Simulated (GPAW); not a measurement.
Crystal: MoI.

```xyz
2
Lattice="0.0000 3.1789 3.1789 3.1789 0.0000 3.1789 3.1789 3.1789 0.0000" Properties=species:S:1:pos:R:3 pbc="T T T"
Mo    0.0000    0.0000    0.0000
I     4.7683    4.7683    4.7683
```

The cell was built by a generator and needn't be a form met in nature.

```yaml
Program: GPAW 26.7.0
Task: relaxation of cell and atoms
Functional: PBE
Potentials_or_basis: GPAW PAW data sets (gpaw-data 1.2.1)
Cutoff: 600 eV
Basis: pw
k_mesh: 7 × 7 × 7
Occupations: fermi-dirac, width 0.05 eV
Spin: no spin polarisation
Hubbard_terms: Mo d U = 2 eV
```

At the start: pressure -3.6 GPa; volume 32.12 Å³/atom.

Task: Where does the relaxation end?

Result: Over 4 steps the energy falls by 28.4 meV/atom and the volume is 29.84 Å³/atom (-7.1 %); space group F-43m (No. 216, to 0.05 Å).

Step by step:
```csv
step,energy change (eV),largest force (eV/Å),pressure (GPa),volume (Å³)
1,0.0000,0.0000,-3.62,64.25
2,-0.0206,0.0000,-2.99,63.25
3,-0.0561,0.0000,0.51,59.13
4,-0.0568,0.0000,-0.05,59.68
```

Final structure:
```
CELL_PARAMETERS angstrom
0.00000 3.10163 3.10163
3.10163 0.00000 3.10163
3.10163 3.10163 0.00000
ATOMIC_POSITIONS crystal
Mo 0.00000 0.00000 0.00000
I 0.75000 0.75000 0.75000
```

Caveat: later steps reuse the first step's grids; an odd number of electrons without spin polarisation forces a metal; a magnetic or distorted state may lie lower; U without spin polarisation on a metal has little footing.
